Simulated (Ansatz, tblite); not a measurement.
**Perfluoropentacene (C22F14): one state, many levels**

How do method and basis change the picture of perfluoropentacene (C22F14) (singlet)?

Method: as each input shows; program: Ansatz 0.2.0, Gaussian basis.

The runs, in order: GFN1-xTB, GFN2-xTB, PBE-D4/def2-SVP, r2SCAN-D4/def2-SVP, B3LYP-D4/def2-SVP, PBE0-D4/def2-TZVP, PBE-D4/def2-TZVP.

2 further runs of the same task are left out: 2 set aside as unsound or not needed.

### Step 1. The relaxed structure

The geometry is that of the singlet, from an earlier relaxation (r2SCAN-D4/def2-SVP).

36 atoms, charge 0, spin multiplicity 1.

Bond lengths: F1–C2 1.325 Å, C2–C3 1.422 Å, C2–C35 1.373 Å, C3–F4 1.325 Å, C3–C5 1.373 Å, C5–F6 1.328 Å, C5–C7 1.431 Å, C7–C8 1.397 Å, C7–C34 1.458 Å, C8–F9 1.329 Å, C8–C10 1.416 Å, C10–C11 1.408 Å, C10–C31 1.457 Å, C11–F12 1.328 Å, C11–C13 1.408 Å, C13–C14 1.416 Å, C13–C28 1.457 Å, C14–F15 1.329 Å and more. Angles: F1–C2–C3 118.3°, F1–C2–C35 121.0°, C3–C2–C35 120.7°, C2–C3–F4 118.3°, C2–C3–C5 120.7°, F4–C3–C5 121.0°, C3–C5–F6 118.2°, C3–C5–C7 120.8°, F6–C5–C7 120.9°, C5–C7–C8 122.8°, C5–C7–C34 118.5°, C8–C7–C34 118.7°, C7–C8–F9 118.5°, C7–C8–C10 122.9°, F9–C8–C10 118.6°, C8–C10–C11 123.1°, C8–C10–C31 118.3°, C11–C10–C31 118.6° and more.

PBE0-D4/def2-SVP was run before; its log isn't repeated, and its numbers join the tables.

### Step 2. GFN1-xTB

Tight binding, by tblite at 300 K electronic temperature and without a spin-polarisation term:

```python
tblite.interface.Calculator('GFN1-xTB', numbers, positions, charge=0, uhf=0).singlepoint()
```

Energy -3222.6720 eV, HOMO -11.67 eV, LUMO -10.59 eV; 0.1 s.

### Step 3. GFN2-xTB

Tight binding, by tblite at 300 K electronic temperature and without a spin-polarisation term:

```python
tblite.interface.Calculator('GFN2-xTB', numbers, positions, charge=0, uhf=0).singlepoint()
```

Energy -3083.4402 eV, HOMO -11.37 eV, LUMO -10.31 eV; 0.13 s.

### Step 4. PBE-D4/def2-SVP

start.molden holds the orbitals of an earlier run on this state, given as this run's starting guess.

Input file in.yaml:

```yaml
crystal:
  periodic: [false, false, false]
  atoms:
    - {symbol: F, position_ang: [-7.041052, 2.276114, -0.704582]}
    - {symbol: C, position_ang: [-5.966620, 1.603364, -0.320756]}
    - {symbol: C, position_ang: [-6.132440, 0.541855, 0.611511]}
    - {symbol: F, position_ang: [-7.353404, 0.276638, 1.051092]}
    - {symbol: C, position_ang: [-5.051510, -0.187123, 1.042295]}
    - {symbol: F, position_ang: [-5.262160, -1.167185, 1.912929]}
    - {symbol: C, position_ang: [-3.733876, 0.102472, 0.565043]}
    - {symbol: C, position_ang: [-2.606828, -0.612591, 0.976195]}
    - {symbol: F, position_ang: [-2.767142, -1.603372, 1.847358]}
    - {symbol: C, position_ang: [-1.301676, -0.328563, 0.506064]}
    - {symbol: C, position_ang: [-0.163543, -1.046883, 0.918403]}
    - {symbol: F, position_ang: [-0.318284, -2.037677, 1.788701]}
    - {symbol: C, position_ang: [1.131627, -0.759774, 0.447825]}
    - {symbol: C, position_ang: [2.280138, -1.478749, 0.859068]}
    - {symbol: F, position_ang: [2.130613, -2.471702, 1.729673]}
    - {symbol: C, position_ang: [3.563873, -1.190760, 0.390377]}
    - {symbol: C, position_ang: [4.722522, -1.919245, 0.808304]}
    - {symbol: F, position_ang: [4.623916, -2.918989, 1.676461]}
    - {symbol: C, position_ang: [5.966831, -1.602370, 0.321826]}
    - {symbol: F, position_ang: [7.041427, -2.274378, 0.706486]}
    - {symbol: C, position_ang: [6.132649, -0.540802, -0.610363]}
    - {symbol: F, position_ang: [7.353699, -0.275061, -1.049385]}
    - {symbol: C, position_ang: [5.051613, 0.187752, -1.041605]}
    - {symbol: F, position_ang: [5.262262, 1.168065, -1.911964]}
    - {symbol: C, position_ang: [3.733876, -0.102527, -0.565067]}
    - {symbol: C, position_ang: [2.606727, 0.612110, -0.976694]}
    - {symbol: F, position_ang: [2.767057, 1.602953, -1.847786]}
    - {symbol: C, position_ang: [1.301481, 0.327655, -0.507063]}
    - {symbol: C, position_ang: [0.163329, 1.045846, -0.919544]}
    - {symbol: F, position_ang: [0.318095, 2.036753, -1.789705]}
    - {symbol: C, position_ang: [-1.131842, 0.758727, -0.448979]}
    - {symbol: C, position_ang: [-2.280322, 1.477798, -0.860123]}
    - {symbol: F, position_ang: [-2.130888, 2.470302, -1.731263]}
    - {symbol: C, position_ang: [-3.563939, 1.190461, -0.390694]}
    - {symbol: C, position_ang: [-4.722437, 1.919511, -0.808021]}
    - {symbol: F, position_ang: [-4.623772, 2.919366, -1.676047]}
basis:
  gaussian: {orbitals: def2-SVP, fitting: {mean_field: def2-universal-jkfit}, initial_orbitals: start.molden}
hamiltonian: {xc: pbe, dispersion: d4}
scf: {omitted_lower_state_checks: [starts]}
output: {forces: true, orbitals: {seedname: orbitals}}
```

Run with:

```console
ansatz run in.yaml --threads 8 --pin off --events-out ev --progress --plain --max-ram 19148MiB
```

After this run come: r2SCAN-D4/def2-SVP; B3LYP-D4/def2-SVP; PBE0-D4/def2-TZVP; PBE-D4/def2-TZVP.

Q: Predict the results of all the runs planned. Wanted: gap in def2-SVP, named functionals, smallest and largest; binding an atom, functionals in def2-SVP; PBE0 total energy, smallest basis above largest.

**Answer**, as computed:

```
                                                quantity                                value
gap in def2-SVP, named functionals, smallest and largest  0.97 eV (PBE-D4), 2.19 eV (PBE0-D4)
                binding an atom, functionals in def2-SVP  5.71 (B3LYP-D4) to 6.11 eV (PBE-D4)
         PBE0 total energy, smallest basis above largest       69.86 eV (def2-SVP, def2-TZVP)
```

**Reading.** Over the named functionals in def2-SVP the gap runs from 0.97 eV (PBE-D4) to 2.19 eV (PBE0-D4); exact exchange widens it.
